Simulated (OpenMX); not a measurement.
AgRh in OpenMX: the effect of volume scale

AgRh:

```xyz
2
Lattice="2.6617 0.0000 0.0000 -1.3309 2.3051 0.0000 0.0000 0.0000 4.6080" Properties=species:S:1:pos:R:3 pbc="T T T"
Ag    0.0000    0.0000    2.3040
Rh    1.3309    0.7684    0.0000
```

The cell comes from a database or a generator and needn't be the stable form of this composition.

Alike in all runs:

| Item | Value |
| --- | --- |
| Program | OpenMX 3.8.5 |
| Task | single point |
| Functional | PBE |
| Potentials or basis | OpenMX 2013 PBE set, Ag7.0-s3p2d2, Rh7.0-s3p2d2, grid cutoff 400 Ry |
| k mesh | 9 × 9 × 5 |
| Occupations | fermi-dirac, width 0.05 eV |
| Spin | no spin polarisation |

Q: One run gave: pressure 9.3 GPa. Which volume scale did it use?
A. 1.08
B. 0.92
C. 1
D. 1.04
E. 0.96

A: E.

| volume scale | pressure (GPa) |
| --- | --- |
| 0.88 | 31.6 |
| 0.92 | 18.9 |
| 0.96 | 9.3 |
| 1 | 1.8 |
| 1.04 | -4.3 |
| 1.08 | -8.6 |

Caveats: the basis of atomic orbitals isn't converged, which shifts pressures, moduli and gaps.
